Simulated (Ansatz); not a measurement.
# GeH7NO: the cost of one run

Method: RKS revPBE/def2-SVP, in Ansatz 0.2.0.

## 1. Starting point

Bond lengths: Ge1–O2 2.178 Å, Ge1–H3 1.552 Å, Ge1–H4 1.503 Å, Ge1–H5 1.493 Å, Ge1–N7 2.228 Å, O2–H8 0.954 Å, N7–H9 1.010 Å, N7–H10 1.010 Å. Angles: Ge1–O2–H8 125.0°, O2–Ge1–H3 159.3°, O2–Ge1–H4 88.5°, O2–Ge1–H5 81.9°, O2–Ge1–N7 67.6°, H3–Ge1–H4 104.0°, H3–Ge1–H5 104.7°, H3–Ge1–N7 92.0°, H4–Ge1–H5 121.0°, H4–Ge1–N7 114.2°, H5–Ge1–N7 115.0°, Ge1–N7–H9 116.7°, Ge1–N7–H10 114.9°, H9–N7–H10 109.6°.

Coordinates:

```xyz
10

Ge   -0.4914    0.3940   -0.8768
O     0.0051    1.1304    1.1119
H    -0.4646   -0.5087   -2.1394
H    -1.9418    0.4294   -0.4850
H     0.2257    1.6376   -1.2855
H     0.5973    0.0002    1.0963
N     0.7323   -1.0606    0.2861
H    -0.5968    1.1558    1.8521
H     0.2858   -1.9314    0.5367
H     1.6484   -1.2468   -0.0965
```

## 2. Pulling towards end A

Springs on the bonds that form and break draw the guess towards this end; the thresholds are loose.

input.yaml reads:

```yaml
crystal:
  periodic: [false, false, false]
  atoms:
    - { symbol: Ge, position_ang: [-0.4914, 0.394, -0.8768] }
    - { symbol: O, position_ang: [0.0051, 1.1304, 1.1119] }
    - { symbol: H, position_ang: [-0.4646, -0.5087, -2.1394] }
    - { symbol: H, position_ang: [-1.9418, 0.4294, -0.485] }
    - { symbol: H, position_ang: [0.2257, 1.6376, -1.2855] }
    - { symbol: H, position_ang: [0.5973, 0.0002, 1.0963] }
    - { symbol: "N", position_ang: [0.7323, -1.0606, 0.2861] }
    - { symbol: H, position_ang: [-0.5968, 1.1558, 1.8521] }
    - { symbol: H, position_ang: [0.2858, -1.9314, 0.5367] }
    - { symbol: H, position_ang: [1.6484, -1.2468, -0.0965] }
basis:
  gaussian: { orbitals: def2-SVP }
hamiltonian:
  xc: revpbe
relax:
  f_tol: 0.15
  max_steps: 25
  restrain:
    - { distance: [0, 6], at: 3.21, k: 30.0 }
    - { distance: [5, 1], at: 2.27, k: 30.0 }
    - { distance: [0, 1], at: 1.86, k: 30.0 }
    - { distance: [5, 6], at: 1.02, k: 30.0 }
```

Launch:

```sh
> ansatz run input.yaml --threads 2 --pin off --max-ram 3072MiB --backend cpu --events-out ev --progress --plain --runs-dir out
```

Q: Estimate wall time and peak memory on 2 threads of Intel Xeon at 2.60GHz (Ice Lake), shared host.

About 15 s, with a peak of 0.16 GiB.
